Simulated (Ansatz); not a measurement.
# C₄H₉I: small, medium and large basis sets

An exercise on one series of results from a longer session: the logs are not shown, and one member is left open.

Method: one geometry, several basis sets; program: Ansatz 0.2.0, Gaussian basis.

Levels to be run: PBE0-D4/def2-SVP; ωB97M-V/def2-SVP; PBE0-D4/def2-QZVPP; ωB97M-V/def2-QZVPP; the functionals' def2-TZVPP values are taken from earlier runs.

## The geometry

The geometry comes from an earlier relaxation with PBE0-D4 in a triple-zeta def2 set; it is a stationary point, not always the lowest conformer. I takes the def2 core potential; no spin-orbit term is included.

14 atoms, charge 0, spin multiplicity 1.

Atoms are counted from 1 here; the program's logs count them from 0.

Bond lengths: C1–C2 1.515 Å, C1–H6 1.091 Å, C1–H7 1.091 Å, C1–H8 1.097 Å, C2–C3 1.515 Å, C2–C4 1.515 Å, C2–I5 2.197 Å, C3–H9 1.091 Å, C3–H10 1.091 Å, C3–H11 1.097 Å, C4–H12 1.097 Å, C4–H13 1.091 Å, C4–H14 1.091 Å. Angles: C2–C1–H6 111.6°, C2–C1–H7 111.6°, C2–C1–H8 108.7°, H6–C1–H7 108.5°, H6–C1–H8 108.1°, H7–C1–H8 108.1°, C1–C2–C3 111.7°, C1–C2–C4 111.7°, C1–C2–I5 107.2°, C3–C2–C4 111.7°, C3–C2–I5 107.2°, C4–C2–I5 107.2°, C2–C3–H9 111.6°, C2–C3–H10 111.6°, C2–C3–H11 108.7°, H9–C3–H10 108.5°, H9–C3–H11 108.1°, H10–C3–H11 108.1° and more.

The first run:

The input, in.yaml:

```yaml
crystal:
  periodic: [false, false, false]
  atoms:
    - {symbol: C, position_ang: [-1.339883, 0.494802, 0.269786]}
    - {symbol: C, position_ang: [0.096835, 0.255624, -0.145440]}
    - {symbol: C, position_ang: [0.999614, 0.054437, 1.053861]}
    - {symbol: C, position_ang: [0.211307, -0.889495, -1.130027]}
    - {symbol: I, position_ang: [0.784096, 2.069192, -1.177381]}
    - {symbol: H, position_ang: [-1.425707, 1.342838, 0.950299]}
    - {symbol: H, position_ang: [-1.982633, 0.675967, -0.592584]}
    - {symbol: H, position_ang: [-1.708348, -0.398225, 0.788776]}
    - {symbol: H, position_ang: [0.944020, 0.896699, 1.744613]}
    - {symbol: H, position_ang: [2.039949, -0.081082, 0.755591]}
    - {symbol: H, position_ang: [0.677289, -0.847336, 1.588213]}
    - {symbol: H, position_ang: [-0.126494, -1.809799, -0.638549]}
    - {symbol: H, position_ang: [1.241403, -1.037273, -1.456662]}
    - {symbol: H, position_ang: [-0.411439, -0.726348, -2.010485]}
basis:
  gaussian: {orbitals: def2-SVP}
hamiltonian: {xc: pbe0, dispersion: d4}
output: {orbitals: {seedname: orbitals}}
```

Launch:

```bash
ansatz run in.yaml --threads 2 --pin off --events-out ev --progress --plain --max-ram 22528MiB --backend cpu
```

Steps of the session up to this table: PBE0-D4 in def2-SVP; ωB97M-V in def2-SVP; PBE0-D4 in def2-QZVPP; ωB97M-V in def2-QZVPP.

One table of the session follows, with a row left open; its other results are not shown here.

It belongs to the step «Functionals by basis». 

| functional | basis | HOMO (eV) |
| --- | --- | --- |
| PBE0-D4 | def2-SVP | -6.98 |
| PBE0-D4 | def2-TZVPP | -7.09 |
| PBE0-D4 | def2-QZVPP | ? |
| ωB97M-V | def2-SVP | -9.15 |
| ωB97M-V | def2-TZVPP | -9.27 |
| ωB97M-V | def2-QZVPP | -9.28 |

Q: Estimate the row for PBE0-D4, def2-QZVPP from the others.

The run gave: HOMO (eV): -7.10. In the column «HOMO (eV)» it lies between ωB97M-V, def2-SVP (-9.15) and PBE0-D4, def2-TZVPP (-7.09).
